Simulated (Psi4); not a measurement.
**wB97M-V/def2-SVP (core potential) run of InNH4 (InH2(NH2))**

What is the vertical singlet–triplet gap of InNH4 (InH2(NH2)) at wB97M-V/def2-SVP (core potential)? 

The calculation is run with Psi4 1.11.

2 further runs of the same task are left out: 2 set aside as unsound or not needed.

### 1 Starting point

The species is InNH4 (6 atoms), meant as a singlet with charge 0. SMILES: `[H][In]([H])[NH2]`. Geometry: a GFN2-xTB relaxation, a rough one for these elements and not checked as a minimum.

Bond lengths: In1–N4 2.019 Å, In1–H2 1.708 Å, In1–H3 1.708 Å, N4–H5 1.014 Å, N4–H6 1.015 Å. Angles: In1–N4–H5 116.9°, In1–N4–H6 117.2°, H2–In1–N4 120.5°, H3–In1–N4 120.1°, H5–N4–H6 107.7°, H2–In1–H3 119.0°.

### 2 The energy at wB97M-V/def2-SVP (core potential)

File h4inn.dat:

```
memory 1600 MB

molecule molecule1 {
  0 1
  In
  H 1 r2
  H 1 r3 2 a3
  N 1 r4 3 a4 2 d4
  H 4 r5 1 a5 3 d5
  H 4 r6 5 a6 1 d6

  r2 = 1.708476
  r3 = 1.708024
  a3 = 118.97059
  r4 = 2.019377
  a4 = 120.0988
  d4 = 172.50233
  r5 = 1.014235
  a5 = 116.8697
  d5 = 29.27484
  r6 = 1.014841
  a6 = 107.7443
  d6 = -134.42487
  units angstrom
  symmetry c1
}

set {
  puream true
  e_convergence 1e-09
  d_convergence 1e-08
  scf_type pk
  dft_radial_points 99
  dft_spherical_points 590
}

result = energy("wb97m-v/def2-SVP")
print_variables()
```

Run with:

```console
$ psi4 h4inn.dat h4inn.out -n 1
```

h4inn.out:

```text
[...]
    !!!  WARNING: ECP capability is in beta. Please check occupations closely.  !!!
[...]
  Running in c1 symmetry.
[...]
  Nuclear repulsion =   70.611868593824596
[...]
  Multiplicity = 1
[...]
  Nalpha       = 16
  Nbeta        = 16
[...]
    Number of basis functions: 60
[...]
   @RKS iter   1:  -246.90251835763721   -1.29285e+00   1.14223e-02 ADIIS/DIIS
[...]
   @RKS iter  11:  -247.12535845304546   -5.28644e-12   5.41846e-09 DIIS
[...]
    Orbital Energies [Eh]
    ---------------------
    Doubly Occupied:
       1A    -14.487833     2A     -4.813660     3A     -3.213909
       4A     -3.203496     5A     -3.202880     6A     -0.937721
       7A     -0.876998     8A     -0.871908     9A     -0.871735
      10A     -0.871231    11A     -0.853460    12A     -0.557670
      13A     -0.534218    14A     -0.419582    15A     -0.371501
      16A     -0.343651
[...]
  @RKS Final Energy:  -247.12535845304546
   => Energetics <=
    Nuclear Repulsion Energy =             70.6118685938245960
    One-Electron Energy =                -552.2474749170808082
    Two-Electron Energy =                 251.6796448470892926
    DFT Exchange-Correlation Energy =     -17.2939124980730128
    Empirical Dispersion Energy =           0.0000000000000000
    VV10 Nonlocal Energy =                  0.1245155211944467
    Total Energy =                       -247.1253584530454646
[...]
 Multipole Moments:
 ------------------------------------------------------------------------------------
     Multipole            Electronic (a.u.)      Nuclear  (a.u.)        Total (a.u.)
 ------------------------------------------------------------------------------------
 L = 1.  Multiply by 2.5417464519 to convert [e a0] to [Debye]
 Dipole X            :          1.7117391           -1.2812364            0.4305027
 Dipole Y            :         15.6038007          -15.8668315           -0.2630308
 Dipole Z            :          9.2786586           -9.4275393           -0.1488807
 Magnitude           :                                                    0.5260068
[...]
```

It took 1.8 min on 1 thread of Intel Xeon Platinum 8488C (Sapphire Rapids), shared host; peak memory 0.9 GiB.

### 3 The triplet, same level

File h4inn.xyz:

```xyz
6
H4InN
In     0.457130     0.753190    -0.013990
H      2.130310     0.765100     0.331290
H     -0.322920     2.228340    -0.378410
N     -0.627270    -0.933080     0.227780
H     -1.497440    -0.996590    -0.289370
H     -0.139810    -1.816960     0.122700
```

File h4inn_ase.py:

```python
import numpy as np
from ase.calculators.psi4 import Psi4
from ase.io import read

atoms = read('h4inn.xyz')
calc = Psi4(atoms=atoms, method='wb97m-v', basis='def2-SVP', memory='1600MB', num_threads=1, charge=0, multiplicity=3, label='psi4-calc', reference='uks')
calc.psi4.set_options({'puream': True, 'e_convergence': 1e-09, 'd_convergence': 1e-08, 'scf_type': 'pk', 'dft_radial_points': 99, 'dft_spherical_points': 590, 'maxiter': 200})
atoms.calc = calc

print(f'energy: {atoms.get_potential_energy():.6f} eV')
```

Run with:

```console
$ python h4inn_ase.py
```

psi4-calc.dat:

```text
[...]
    !!!  WARNING: ECP capability is in beta. Please check occupations closely.  !!!
[...]
  Running in c1 symmetry.
[...]
  Nuclear repulsion =   70.611866548449100
[...]
  Multiplicity = 3
[...]
  Nalpha       = 17
  Nbeta        = 15
[...]
    Number of basis functions: 60
[...]
   @UKS iter   1:  -246.68189745258553   -1.03391e+00   1.18148e-02 DIIS/ADIIS
[...]
   @UKS iter  24:  -246.92394687687553   -4.09273e-12   6.31876e-09 DIIS
[...]
   @S^2 Observed:                2.017152818E+00
[...]
    Orbital Energies [Eh]
    ---------------------
    Alpha Occupied:
       1A    -14.471323     2A     -4.832557     3A     -3.232829
       4A     -3.222262     5A     -3.220509     6A     -0.934800
       7A     -0.903526     8A     -0.899427     9A     -0.888930
      10A     -0.880199    11A     -0.861546    12A     -0.589041
      13A     -0.549956    14A     -0.469356    15A     -0.439251
      16A     -0.343920    17A     -0.178742
    Alpha Virtual:
      18A      0.047351    19A      0.083521    20A      0.112720
      21A      0.171275    22A      0.215683    23A      0.218499
      24A      0.240850    25A      0.242226    26A      0.318681
[...]
  @UKS Final Energy:  -246.92394687687553
   => Energetics <=
    Nuclear Repulsion Energy =             70.6118665484491004
    One-Electron Energy =                -551.7142004018820671
    Two-Electron Energy =                 251.2956054865459237
    DFT Exchange-Correlation Energy =     -17.2408212836045251
    Empirical Dispersion Energy =           0.0000000000000000
    VV10 Nonlocal Energy =                  0.1236027736160645
    Total Energy =                       -246.9239468768755330
[...]
 Multipole Moments:
 ------------------------------------------------------------------------------------
     Multipole            Electronic (a.u.)      Nuclear  (a.u.)        Total (a.u.)
 ------------------------------------------------------------------------------------
 L = 1.  Multiply by 2.5417464519 to convert [e a0] to [Debye]
 Dipole X            :         10.0075383           -9.8107918            0.1967466
 Dipole Y            :         15.9138807          -15.6196471            0.2942337
 Dipole Z            :         -1.5207914            1.4322399           -0.0885515
 Magnitude           :                                                    0.3648616
[...]
```

The script printed:

```text
Memory set to   1.490 GiB by Python driver.
  Threads set to 1 by Python driver.

  Memory set to   1.490 GiB by Python driver.
  Threads set to 1 by Python driver.
energy: -6719.142837 eV
```

Run time: 3.8 min. Hardware: 1 thread of Intel Xeon Platinum 8488C (Sapphire Rapids), shared host; peak memory 0.89 GiB.

### 4 Outcome

At wB97M-V/def2-SVP (core potential):

| quantity | value |
| --- | --- |
| singlet: total energy | -247.12536 Eh |
| singlet: dipole moment | 1.34 D |
| singlet: HOMO energy | -9.35 eV |
| singlet: LUMO energy | 0.51 eV |
| singlet: HOMO–LUMO gap | 9.86 eV |
| triplet: total energy | -246.92395 Eh |
| triplet: dipole moment | 0.93 D |
| triplet: HOMO energy (highest over α and β) | -4.86 eV |
| triplet: ⟨S²⟩ | 2.017 |
| vertical energy of the triplet above the singlet | 5.481 eV |

**Reading.** At this shape the triplet lies 5.48 eV (529 kJ/mol) above the singlet.
